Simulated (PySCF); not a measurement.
**Germanium: the same states on changed settings**

Aim: see what changed settings do to total energies and their difference. The change: no relativity, point nucleus, unsound on purpose. A sound run of the same states serves as the yardstick.

The numbers are computed with PySCF 2.14.0 (unrestricted determinants in a Gaussian basis, no spin-orbit coupling in the energies), except any that are marked as measured or tabulated.

## (1) What is computed

```
Element                                   : germanium (Z = 32)
Basis                                     : jorge-DZP-DKH (8s6p2d1f, 43 functions)
Hamiltonian                               : the non-relativistic Hamiltonian (point nucleus)
State 1                                   : Ge: [Ar] 3d10 4s2 4p2, high-spin 3P determinant
State 2                                   : Ge⁺: [Ar] 3d10 4s2 4p1, 2P determinant
Methods                                   : UHF, PBE0, r2SCAN, MP2, CCSD(T)
Core shells frozen in the correlated runs : valence: [Ar] 3d10 (for Ge)
```

The outer shells:

Ge [Ar] 3d10 4s2 4p2
```
[Ar] core
3d [↑↓][↑↓][↑↓][↑↓][↑↓]
4s [↑↓]
4p [↑ ][↑ ][  ]
```

Ge+ [Ar] 3d10 4s2 4p1
```
[Ar] core
3d [↑↓][↑↓][↑↓][↑↓][↑↓]
4s [↑↓]
4p [↑ ][  ][  ]
```

The sound run (jorge-DZP-DKH, the spin-free X2C one-electron Hamiltonian (Gaussian nucleus), symmetry-adapted start, fine grid, valence correlation) gave:

| species | method | energy (hartree) |
| --- | --- | --- |
| Ge | UHF | -2096.93259 |
| Ge | PBE0 | -2098.33581 |
| Ge | r2SCAN | -2098.56615 |
| Ge | MP2 (valence) | -2096.95538 |
| Ge | CCSD(T) (valence) | -2096.96385 |
| Ge⁺ | UHF | -2096.66301 |
| Ge⁺ | PBE0 | -2098.04876 |
| Ge⁺ | r2SCAN | -2098.27392 |
| Ge⁺ | MP2 (valence) | -2096.68680 |
| Ge⁺ | CCSD(T) (valence) | -2096.69758 |

One driver process ran all states and methods and kept the integrals in memory. Each run is shown as a PySCF script that sums up its settings (the driver passes frozen orbitals as a list and adds second-order terms of double hybrids); the logs are those of the runs themselves. The driver starts from symmetry-adapted Hartree-Fock orbitals, holds the occupation by maximum overlap and uses a logarithmic radial grid for functionals, so a plain start would take other cycles.

The driver's launch:

```
> OMP_NUM_THREADS=1 python atomrun2.py TASK.json OUT
```

The integrals over 43 functions and the set-up took 0.05 s of CPU time.

## (2) Changed run, Ge: the ladder of methods

UHF:

Input file input.py:

```python
from pyscf import gto, scf, dft, mp, cc
import basis_set_exchange as bse
mol = gto.M(atom="Ge 0 0 0", charge=0, spin=2, symmetry="D2h",
            basis=gto.basis.parse(bse.get_basis("jorge-DZP-DKH", elements=["Ge"], fmt="nwchem", header=False)))
mf = scf.UHF(mol)
mf.irrep_nelec = {'Ag': (6, 6), 'B1g': (1, 1), 'B2g': (1, 1), 'B3g': (1, 1), 'B1u': (3, 2), 'B2u': (3, 2), 'B3u': (2, 2)}
mf.kernel()
```

What it wrote:

```text
damping factor = 0
level_shift factor = 0
DIIS = <class 'pyscf.scf.diis.CDIIS'>
diis_start_cycle = 1
diis_space = 10
diis_damp = 0
SCF conv_tol = 1e-09
SCF conv_tol_grad = None
number electrons alpha = 17  beta = 15
cycle= 1 E= -2070.2053883146  delta_E= -0.000568  |g|= 0.00709  |ddm|= 0.0271
cycle= 2 E= -2070.20541060778  delta_E= -2.23e-05  |g|= 0.00149  |ddm|= 0.00564
cycle= 3 E= -2070.20541168906  delta_E= -1.08e-06  |g|= 0.000129  |ddm|= 0.00165
cycle= 4 E= -2070.20541169736  delta_E= -8.3e-09  |g|= 6.32e-05  |ddm|= 0.000242
cycle= 5 E= -2070.20541169914  delta_E= -1.78e-09  |g|= 1.14e-05  |ddm|= 0.000146
cycle= 6 E= -2070.20541169934  delta_E= -2.03e-10  |g|= 2.17e-06  |ddm|= 7.09e-05
converged SCF energy = -2070.20541169934  <S^2> = 2.0009132  2S+1 = 3.0006087
```

It took 0.12 s on 1 thread of Neoverse-V2, shared host, the integrals not counted.

The occupied shells:

| shell | electrons | mean orbital energy (eV) | spread (eV) | rms radius (bohr) |
| --- | --- | --- | --- | --- |
| 1s α | 1 | -10969.8 | 0 | 0.0556 |
| 1s β | 1 | -10969.7 | 0 | 0.0556 |
| 2s α | 1 | -1411.6 | 0 | 0.232 |
| 2s β | 1 | -1411.6 | 0 | 0.232 |
| 2p α | 3 | -1257.7 | 0.036 | 0.205 |
| 2p β | 3 | -1257.6 | 0.108 | 0.205 |
| 3s α | 1 | -194.22 | 0 | 0.679 |
| 3s β | 1 | -194.03 | 0 | 0.679 |
| 3p α | 3 | -140.07 | 0.018 | 0.705 |
| 3p β | 3 | -139.78 | 0.385 | 0.705 |
| 3d α | 5 | -43.966 | 0.241 | 0.806 |
| 3d β | 5 | -43.822 | 0.395 | 0.806 |
| 4s α | 1 | -16.796 | 0 | 2.40 |
| 4s β | 1 | -12.731 | 0 | 2.40 |
| 4p α | 2 | -7.722 | 0 | 3.02 |

⟨S²⟩ = 2.001, ⟨L²⟩ = 2.00.

PBE0:

input.py differs from the last one in:

```diff
@@ -4,3 +4,3 @@
             basis=gto.basis.parse(bse.get_basis("jorge-DZP-DKH", elements=["Ge"], fmt="nwchem", header=False)))
-mf = scf.UHF(mol)
+mf = dft.UKS(mol, xc="PBE0")
 mf.irrep_nelec = {'Ag': (6, 6), 'B1g': (1, 1), 'B2g': (1, 1), 'B3g': (1, 1), 'B1u': (3, 2), 'B2u': (3, 2), 'B3u': (2, 2)}
```

What it wrote:

```text
damping factor = 0
level_shift factor = 0
DIIS = <class 'pyscf.scf.diis.CDIIS'>
diis_start_cycle = 1
diis_space = 10
diis_damp = 0
SCF conv_tol = 1e-09
SCF conv_tol_grad = None
number electrons alpha = 17  beta = 15
XC functionals = PBE0
    C. Adamo and V. Barone.,  J. Chem. Phys. 110, 6158 (1999)
    M. Ernzerhof and G. E. Scuseria.,  J. Chem. Phys. 110, 5029 (1999)
cycle= 1 E= -2071.53161932191  delta_E= -0.00789  |g|= 0.0998  |ddm|= 0.189
cycle= 2 E= -2071.53156397173  delta_E= 5.54e-05  |g|= 0.0988  |ddm|= 0.0616
cycle= 3 E= -2071.53257013355  delta_E= -0.00101  |g|= 0.0024  |ddm|= 0.0377
cycle= 4 E= -2071.53257102376  delta_E= -8.9e-07  |g|= 0.000269  |ddm|= 0.00283
cycle= 5 E= -2071.53257103625  delta_E= -1.25e-08  |g|= 1.82e-05  |ddm|= 0.000232
cycle= 6 E= -2071.53257103631  delta_E= -6.18e-11  |g|= 1.07e-06  |ddm|= 2.51e-05
converged SCF energy = -2071.53257103631  <S^2> = 2.0003783  2S+1 = 3.0002522
```

Time after the integrals: 0.49 s (1 thread of Neoverse-V2, shared host).

r2SCAN:

input.py differs from the last one in:

```diff
@@ -4,3 +4,3 @@
             basis=gto.basis.parse(bse.get_basis("jorge-DZP-DKH", elements=["Ge"], fmt="nwchem", header=False)))
-mf = dft.UKS(mol, xc="PBE0")
+mf = dft.UKS(mol, xc="R2SCAN")
 mf.irrep_nelec = {'Ag': (6, 6), 'B1g': (1, 1), 'B2g': (1, 1), 'B3g': (1, 1), 'B1u': (3, 2), 'B2u': (3, 2), 'B3u': (2, 2)}
```

What it wrote:

```text
damping factor = 0
level_shift factor = 0
DIIS = <class 'pyscf.scf.diis.CDIIS'>
diis_start_cycle = 1
diis_space = 10
diis_damp = 0
SCF conv_tol = 1e-09
SCF conv_tol_grad = None
number electrons alpha = 17  beta = 15
XC functionals = R2SCAN
    J. W. Furness, A. D. Kaplan, J. Ning, J. P. Perdew, and J. Sun.,  J. Phys. Chem. Lett. 11, 8208-8215 (2020)
    J. W. Furness, A. D. Kaplan, J. Ning, J. P. Perdew, and J. Sun.,  J. Phys. Chem. Lett. 11, 9248-9248 (2020)
    J. W. Furness, A. D. Kaplan, J. Ning, J. P. Perdew, and J. Sun.,  J. Phys. Chem. Lett. 11, 8208-8215 (2020)
    J. W. Furness, A. D. Kaplan, J. Ning, J. P. Perdew, and J. Sun.,  J. Phys. Chem. Lett. 11, 9248-9248 (2020)
cycle= 1 E= -2071.77736249297  delta_E= -0.00696  |g|= 0.111  |ddm|= 0.221
cycle= 2 E= -2071.77708938867  delta_E= 0.000273  |g|= 0.12  |ddm|= 0.0613
cycle= 3 E= -2071.77860832646  delta_E= -0.00152  |g|= 0.00339  |ddm|= 0.0461
cycle= 4 E= -2071.7786109245  delta_E= -2.6e-06  |g|= 0.000556  |ddm|= 0.00587
cycle= 5 E= -2071.77861098633  delta_E= -6.18e-08  |g|= 4.14e-05  |ddm|= 0.000619
cycle= 6 E= -2071.77861098695  delta_E= -6.24e-10  |g|= 3.22e-06  |ddm|= 0.000115
converged SCF energy = -2071.77861098695  <S^2> = 2.0005055  2S+1 = 3.000337
```

It took 0.91 s on 1 thread of Neoverse-V2, shared host, the integrals not counted.

MP2 (valence):

Input file input.py:

```python
from pyscf import gto, scf, dft, mp, cc
import basis_set_exchange as bse
mol = gto.M(atom="Ge 0 0 0", charge=0, spin=2, symmetry="D2h",
            basis=gto.basis.parse(bse.get_basis("jorge-DZP-DKH", elements=["Ge"], fmt="nwchem", header=False)))
mf = scf.UHF(mol)
mf.irrep_nelec = {'Ag': (6, 6), 'B1g': (1, 1), 'B2g': (1, 1), 'B3g': (1, 1), 'B1u': (3, 2), 'B2u': (3, 2), 'B3u': (2, 2)}
mf.kernel()
mp.UMP2(mf, frozen=14).kernel()
```

This step left no log, only its results.

It took 0.02 s on 1 thread of Neoverse-V2, shared host, the integrals not counted.

With 4 electrons correlated, the MP2 correlation energy is -0.02249 hartree (-0.00266 same spin, -0.01983 opposite spin); the SCS form gives -0.02469. Largest pairs of shells: 4s-4s -0.0114, 4s-4p -0.0101, 4p-4p -0.0011.

CCSD(T) (valence):

input.py differs from the last one in:

```diff
@@ -7,2 +7,3 @@
 mf.kernel()
-mp.UMP2(mf, frozen=14).kernel()
+mycc = cc.CCSD(mf, frozen=14).run()
+mycc.ccsd_t()
```

What it wrote:

```text
CC2 = 0
CCSD nocc = (np.int64(3), np.int64(1)), nmo = (29, 29)
frozen orbitals [[0, 1, 2, 3, 4, 5, 6, 7, 8, 9, 10, 11, 12, 13], [0, 1, 2, 3, 4, 5, 6, 7, 8, 9, 10, 11, 12, 13]]
max_cycle = 100
direct = 0
conv_tol = 1e-08
conv_tol_normt = 1e-06
diis_space = 8
diis_start_cycle = 0
Init t2, MP2 energy = -0.0224930802118276
Init E_corr(UCCSD) = -0.0224930802151238
cycle = 1  E_corr(UCCSD) = -0.02801901235431  dE = -0.00552593214  norm(t1,t2) = 0.0349488
cycle = 2  E_corr(UCCSD) = -0.0297556661200584  dE = -0.00173665377  norm(t1,t2) = 0.014097
cycle = 3  E_corr(UCCSD) = -0.0308566988996248  dE = -0.00110103278  norm(t1,t2) = 0.00614779
cycle = 4  E_corr(UCCSD) = -0.0308341216162332  dE = 2.25772834e-05  norm(t1,t2) = 0.000515177
cycle = 5  E_corr(UCCSD) = -0.030836418713238  dE = -2.297097e-06  norm(t1,t2) = 4.93529e-05
cycle = 6  E_corr(UCCSD) = -0.0308354990141208  dE = 9.19699117e-07  norm(t1,t2) = 9.31618e-06
cycle = 7  E_corr(UCCSD) = -0.0308357959919006  dE = -2.9697778e-07  norm(t1,t2) = 2.88771e-06
cycle = 8  E_corr(UCCSD) = -0.0308357187679776  dE = 7.7223923e-08  norm(t1,t2) = 4.53599e-07
cycle = 9  E_corr(UCCSD) = -0.0308357271392999  dE = -8.3713223e-09  norm(t1,t2) = 8.34756e-08
UCCSD converged
E(UCCSD) = -2070.23624742648  E_corr = -0.03083572713929993
UCCSD(T) correction = -0.000229841649074055
```

It took 0.27 s on 1 thread of Neoverse-V2, shared host, the integrals not counted.

CCSD correlation -0.03084 hartree, triples -0.00023; total -2070.236477. T1 = 0.005, largest double amplitude 0.109.

## (3) Changed run, Ge⁺, method by method

UHF:

Input file input.py:

```python
from pyscf import gto, scf, dft, mp, cc
import basis_set_exchange as bse
mol = gto.M(atom="Ge 0 0 0", charge=1, spin=1, symmetry="D2h",
            basis=gto.basis.parse(bse.get_basis("jorge-DZP-DKH", elements=["Ge"], fmt="nwchem", header=False)))
mf = scf.UHF(mol)
mf.irrep_nelec = {'Ag': (6, 6), 'B1g': (1, 1), 'B2g': (1, 1), 'B3g': (1, 1), 'B1u': (2, 2), 'B2u': (3, 2), 'B3u': (2, 2)}
mf.kernel()
```

What it wrote:

```text
damping factor = 0
level_shift factor = 0
DIIS = <class 'pyscf.scf.diis.CDIIS'>
diis_start_cycle = 1
diis_space = 10
diis_damp = 0
SCF conv_tol = 1e-09
SCF conv_tol_grad = None
number electrons alpha = 16  beta = 15
cycle= 1 E= -2069.93312674474  delta_E= -0.000756  |g|= 0.00851  |ddm|= 0.0312
cycle= 2 E= -2069.93315998491  delta_E= -3.32e-05  |g|= 0.00193  |ddm|= 0.0069
cycle= 3 E= -2069.93316203658  delta_E= -2.05e-06  |g|= 0.000184  |ddm|= 0.0024
cycle= 4 E= -2069.93316206749  delta_E= -3.09e-08  |g|= 9.07e-05  |ddm|= 0.00048
cycle= 5 E= -2069.93316207079  delta_E= -3.3e-09  |g|= 1.41e-05  |ddm|= 0.000184
cycle= 6 E= -2069.93316207105  delta_E= -2.56e-10  |g|= 2.59e-06  |ddm|= 7.83e-05
converged SCF energy = -2069.93316207105  <S^2> = 0.75076193  2S+1 = 2.0007618
```

Time after the integrals: 0.11 s (1 thread of Neoverse-V2, shared host).

Orbital energies by shell (radii are means over both spins):

| shell | electrons | mean orbital energy (eV) | spread (eV) | rms radius (bohr) |
| --- | --- | --- | --- | --- |
| 1s α | 1 | -10979.3 | 0 | 0.0556 |
| 1s β | 1 | -10979.2 | 0 | 0.0556 |
| 2s α | 1 | -1421.1 | 0 | 0.232 |
| 2s β | 1 | -1421.1 | 0 | 0.232 |
| 2p α | 3 | -1267.1 | 0.049 | 0.205 |
| 2p β | 3 | -1267.1 | 0.132 | 0.205 |
| 3s α | 1 | -203.66 | 0 | 0.678 |
| 3s β | 1 | -203.54 | 0 | 0.678 |
| 3p α | 3 | -149.44 | 0.043 | 0.705 |
| 3p β | 3 | -149.26 | 0.457 | 0.705 |
| 3d α | 5 | -53.376 | 0.271 | 0.805 |
| 3d β | 5 | -53.283 | 0.461 | 0.805 |
| 4s α | 1 | -23.980 | 0 | 2.29 |
| 4s β | 1 | -21.779 | 0 | 2.29 |
| 4p α | 1 | -15.324 | 0 | 2.86 |

⟨S²⟩ = 0.751, ⟨L²⟩ = 2.00.

PBE0:

input.py differs from the last one in:

```diff
@@ -4,3 +4,3 @@
             basis=gto.basis.parse(bse.get_basis("jorge-DZP-DKH", elements=["Ge"], fmt="nwchem", header=False)))
-mf = scf.UHF(mol)
+mf = dft.UKS(mol, xc="PBE0")
 mf.irrep_nelec = {'Ag': (6, 6), 'B1g': (1, 1), 'B2g': (1, 1), 'B3g': (1, 1), 'B1u': (2, 2), 'B2u': (3, 2), 'B3u': (2, 2)}
```

What it wrote:

```text
damping factor = 0
level_shift factor = 0
DIIS = <class 'pyscf.scf.diis.CDIIS'>
diis_start_cycle = 1
diis_space = 10
diis_damp = 0
SCF conv_tol = 1e-09
SCF conv_tol_grad = None
number electrons alpha = 16  beta = 15
XC functionals = PBE0
    C. Adamo and V. Barone.,  J. Chem. Phys. 110, 6158 (1999)
    M. Ernzerhof and G. E. Scuseria.,  J. Chem. Phys. 110, 5029 (1999)
cycle= 1 E= -2071.24173620076  delta_E= -0.00802  |g|= 0.101  |ddm|= 0.202
cycle= 2 E= -2071.24169684418  delta_E= 3.94e-05  |g|=  0.1  |ddm|= 0.0692
cycle= 3 E= -2071.24272950936  delta_E= -0.00103  |g|= 0.00152  |ddm|= 0.037
cycle= 4 E= -2071.24272976565  delta_E= -2.56e-07  |g|= 3.28e-05  |ddm|= 0.000893
cycle= 5 E= -2071.24272976587  delta_E= -2.2e-10  |g|= 5.58e-06  |ddm|= 2.61e-05
converged SCF energy = -2071.24272976587  <S^2> = 0.75026681  2S+1 = 2.0002668
```

It took 0.4 s on 1 thread of Neoverse-V2, shared host, the integrals not counted.

r2SCAN:

input.py differs from the last one in:

```diff
@@ -4,3 +4,3 @@
             basis=gto.basis.parse(bse.get_basis("jorge-DZP-DKH", elements=["Ge"], fmt="nwchem", header=False)))
-mf = dft.UKS(mol, xc="PBE0")
+mf = dft.UKS(mol, xc="R2SCAN")
 mf.irrep_nelec = {'Ag': (6, 6), 'B1g': (1, 1), 'B2g': (1, 1), 'B3g': (1, 1), 'B1u': (2, 2), 'B2u': (3, 2), 'B3u': (2, 2)}
```

What it wrote:

```text
damping factor = 0
level_shift factor = 0
DIIS = <class 'pyscf.scf.diis.CDIIS'>
diis_start_cycle = 1
diis_space = 10
diis_damp = 0
SCF conv_tol = 1e-09
SCF conv_tol_grad = None
number electrons alpha = 16  beta = 15
XC functionals = R2SCAN
    J. W. Furness, A. D. Kaplan, J. Ning, J. P. Perdew, and J. Sun.,  J. Phys. Chem. Lett. 11, 8208-8215 (2020)
    J. W. Furness, A. D. Kaplan, J. Ning, J. P. Perdew, and J. Sun.,  J. Phys. Chem. Lett. 11, 9248-9248 (2020)
    J. W. Furness, A. D. Kaplan, J. Ning, J. P. Perdew, and J. Sun.,  J. Phys. Chem. Lett. 11, 8208-8215 (2020)
    J. W. Furness, A. D. Kaplan, J. Ning, J. P. Perdew, and J. Sun.,  J. Phys. Chem. Lett. 11, 9248-9248 (2020)
cycle= 1 E= -2071.48228643397  delta_E= -0.007  |g|= 0.114  |ddm|= 0.226
cycle= 2 E= -2071.48197041005  delta_E= 0.000316  |g|= 0.125  |ddm|= 0.0774
cycle= 3 E= -2071.48362380286  delta_E= -0.00165  |g|= 0.00158  |ddm|= 0.0463
cycle= 4 E= -2071.48362414586  delta_E= -3.43e-07  |g|= 9.17e-05  |ddm|= 0.00179
cycle= 5 E= -2071.48362414875  delta_E= -2.89e-09  |g|= 1.89e-05  |ddm|= 0.00022
cycle= 6 E= -2071.48362414885  delta_E= -1.04e-10  |g|= 3.24e-06  |ddm|= 4.84e-05
converged SCF energy = -2071.48362414885  <S^2> = 0.75037261  2S+1 = 2.0003726
```

It took 0.89 s on 1 thread of Neoverse-V2, shared host, the integrals not counted.

MP2 (valence):

Input file input.py:

```python
from pyscf import gto, scf, dft, mp, cc
import basis_set_exchange as bse
mol = gto.M(atom="Ge 0 0 0", charge=1, spin=1, symmetry="D2h",
            basis=gto.basis.parse(bse.get_basis("jorge-DZP-DKH", elements=["Ge"], fmt="nwchem", header=False)))
mf = scf.UHF(mol)
mf.irrep_nelec = {'Ag': (6, 6), 'B1g': (1, 1), 'B2g': (1, 1), 'B3g': (1, 1), 'B1u': (2, 2), 'B2u': (3, 2), 'B3u': (2, 2)}
mf.kernel()
mp.UMP2(mf, frozen=14).kernel()
```

The driver printed no log here.

It took 0.02 s on 1 thread of Neoverse-V2, shared host, the integrals not counted.

With 3 electrons correlated, the MP2 correlation energy is -0.02371 hartree (-0.00104 same spin, -0.02267 opposite spin); the SCS form gives -0.02755. Largest pairs of shells: 4s-4s -0.0177, 4s-4p -0.0060, 4p-4p 0.0000.

CCSD(T) (valence):

input.py differs from the last one in:

```diff
@@ -7,2 +7,3 @@
 mf.kernel()
-mp.UMP2(mf, frozen=14).kernel()
+mycc = cc.CCSD(mf, frozen=14).run()
+mycc.ccsd_t()
```

What it wrote:

```text
CC2 = 0
CCSD nocc = (np.int64(2), np.int64(1)), nmo = (29, 29)
frozen orbitals [[0, 1, 2, 3, 4, 5, 6, 7, 8, 9, 10, 11, 12, 13], [0, 1, 2, 3, 4, 5, 6, 7, 8, 9, 10, 11, 12, 13]]
max_cycle = 100
direct = 0
conv_tol = 1e-08
conv_tol_normt = 1e-06
diis_space = 8
diis_start_cycle = 0
Init t2, MP2 energy = -0.0237072197369529
Init E_corr(UCCSD) = -0.0237072197411569
cycle = 1  E_corr(UCCSD) = -0.0306072596299615  dE = -0.00690003989  norm(t1,t2) = 0.0428276
cycle = 2  E_corr(UCCSD) = -0.0330550325130926  dE = -0.00244777288  norm(t1,t2) = 0.0176146
cycle = 3  E_corr(UCCSD) = -0.0347017608876313  dE = -0.00164672837  norm(t1,t2) = 0.00747685
cycle = 4  E_corr(UCCSD) = -0.0346811461228745  dE = 2.06147648e-05  norm(t1,t2) = 0.00033265
cycle = 5  E_corr(UCCSD) = -0.0346846566427926  dE = -3.51051992e-06  norm(t1,t2) = 3.39807e-05
cycle = 6  E_corr(UCCSD) = -0.0346833278548164  dE = 1.32878798e-06  norm(t1,t2) = 7.02985e-06
cycle = 7  E_corr(UCCSD) = -0.0346837315819309  dE = -4.03727115e-07  norm(t1,t2) = 1.93257e-06
cycle = 8  E_corr(UCCSD) = -0.0346836474102366  dE = 8.41716943e-08  norm(t1,t2) = 3.97417e-07
cycle = 9  E_corr(UCCSD) = -0.0346836544829989  dE = -7.07276224e-09  norm(t1,t2) = 6.16113e-08
UCCSD converged
E(UCCSD) = -2069.96784572553  E_corr = -0.03468365448299885
UCCSD(T) correction = -0.000163879346005855
```

Time after the integrals: 0.25 s (1 thread of Neoverse-V2, shared host).

CCSD correlation -0.03468 hartree, triples -0.00016; total -2069.968010. T1 = 0.005, largest double amplitude 0.107.

## (4) Against the sound run

| species | method | converged | energy less sound run (eV) |
| --- | --- | --- | --- |
| Ge | UHF | yes | +727.2836 |
| Ge | PBE0 | yes | +729.3534 |
| Ge | r2SCAN | yes | +728.9261 |
| Ge | MP2 (valence) | yes | +727.2917 |
| Ge | CCSD(T) (valence) | yes | +727.2889 |
| Ge⁺ | UHF | yes | +727.3563 |
| Ge⁺ | PBE0 | yes | +729.4292 |
| Ge⁺ | r2SCAN | yes | +729.0011 |
| Ge⁺ | MP2 (valence) | yes | +727.3584 |
| Ge⁺ | CCSD(T) (valence) | yes | +727.3486 |

Ionisation energy of Ge:

| method | sound run (eV) | changed run (eV) | shift (eV) |
| --- | --- | --- | --- |
| UHF | 7.336 | 7.408 | +0.073 |
| PBE0 | 7.811 | 7.887 | +0.076 |
| r2SCAN | 7.952 | 8.027 | +0.075 |
| MP2 | 7.309 | 7.375 | +0.067 |
| SCS-MP2 | 7.264 | 7.330 | +0.066 |
| CCSD | 7.244 | 7.304 | +0.060 |
| CCSD(T) | 7.246 | 7.305 | +0.060 |

## (5) Results

| quantity | value |
| --- | --- |
| change | no relativity, point nucleus |
| runs converged | 10 of 10 |
| largest shift of a converged total energy | 729 eV |
| largest shift of the ionisation energy | +0.076 eV (PBE0) |

The ionisation energy moves by up to 0.08 eV, at PBE0. Most of the change in total energy is the relativistic energy itself. On top of that the contraction fixes the core shape for the Hamiltonian it was made with, so the changed run is not a good calculation with the other Hamiltonian either. The setting is unsound on purpose, so these numbers are no properties of the atom.
